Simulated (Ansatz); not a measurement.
# PtSe2 (Sudovikovite): how the settings move a single-point run

How sensitive is a single-point run of PtSe2 (Sudovikovite) to its settings? A reference run comes first, then one run with altered input.

The COD entry's cell or inner coordinates are ideal or old and differ from later refinements, so a difference from it is no clean test against experiment.

Computed with Ansatz 0.2.0 (reference: DFT, r2SCAN, PAW with Ansatz's default frozen-core files, scalar-relativistic, unless a step's input says otherwise).

2 further runs of the same task are left out: 2 that didn't finish.

## 1. The structure to begin with

The structure is monoclinic, space group Cm (No. 8). Conventional cell: a = 6.450 Å, b = 3.724 Å, c = 5.062 Å, α = 90.00°, β = 90.00°, γ = 90.00°. Around Pt (site symmetry m) lie 6 Se at 2.35 to 2.57 Å. Se (site symmetry m) has 3 Pt at 2.35 to 2.52 Å as nearest neighbours. Se (site symmetry m) has 3 Pt at 2.49 to 2.57 Å as nearest neighbours.

Cell or atoms stand a little off a more symmetric structure (P-3m1 at a tolerance of 0.3 Å), so results at this geometry aren't those of that ideal crystal.

Structure file:

```
Pt Se
1.0
     3.72400    0.00000    0.00000
    -1.86200    3.22508    0.00000
     0.00000    0.00000    5.06200
Pt Se
1 2
Direct
  0.98000 0.99000 0.00750
  0.35333 0.67667 0.24250
  0.66667 0.33333 0.75000
```

## 2. Baseline

Contents of input.yaml:

```yaml
crystal:
  lattice:
    - [3.724, 0.0, 0.0]
    - [-1.862, 3.2250786037, 0.0]
    - [0.0, 0.0, 5.062]
  atoms:
    - { symbol: Pt, position: [-0.02, -0.01, 0.0075] }
    - { symbol: Se, position: [0.3533333333, 0.6766666667, 0.2425] }
    - { symbol: Se, position: [0.6666666667, 0.3333333333, 0.75] }
kpoints:
  mp_grid: { grid: [9, 9, 6] }
scf:
  occupations: { method: fermi_dirac, width: 0.05 }
hamiltonian:
  xc: r2scan
  pseudopotentials: { kind: paw }
output:
  forces: true
  stress: true
  eigenvalues: true
  efg: { contact_densities: true }
  populations: true
```

Launch:

```
> ansatz run input.yaml --threads 1 --pin off --max-ram 3072MiB --backend cpu --events-out ev --progress --plain --runs-dir out
```

## 3. Changed: occupations.method tetrahedron, xc_grid 2, width left out

Changes to input.yaml since step 2:

```diff
@@ -12,3 +12,3 @@
 scf:
-  occupations: { method: fermi_dirac, width: 0.05 }
+  occupations: { method: tetrahedron }
 hamiltonian:
@@ -22 +22,7 @@
   populations: true
+  write_density: true
+  write_potential: true
+  elf: true
+  volumetric_format: npy
+basis:
+  xc_grid: 2
```

Before running it: what results should come out? Wanted: for each run, ending; energy change; pressure; gap; force.

As calculated:

| run | ending | energy change | pressure (GPa) | gap (eV) | force (eV/Å) | cycles | time |
| --- | --- | --- | --- | --- | --- | --- | --- |
| reference | converged | 0 | 7.1 | 0.00 | 2.17 | 8 | 25 s |
| 1: occupations.method tetrahedron, xc_grid 2, width left out | converged | 0.0 meV/atom (σ→0) | 7.1 | 0.00 | 2.17 | 8 | 24 s |

Times don't compare one to one where runs were asked for different outputs or read a saved state (see the inputs); cycles may leave out searches for a lower state.

Residual by cycle in the longest SCF loop of each run; runs are numbered as in the table. The quantity is the density residual dr2, in eV.

| cycle | reference | run 1 |
| --- | --- | --- |
| 1 | 0.0116 | 0.0115 |
| 2 | 0.0051 | 0.00536 |
| 3 | 0.001 | 0.001 |
| 4 | 7.4e-5 | 7.9e-5 |
| 5 | 5.5e-6 | 2.2e-5 |
| 6 | 1.8e-6 | 1.8e-6 |
| 7 | 3.8e-7 | 2.6e-7 |
| 8 | 3.0e-8 | 3.1e-8 |

**Reading.** Changing the smearing and numerical grids leaves the energy as it was (0.0 meV/atom).
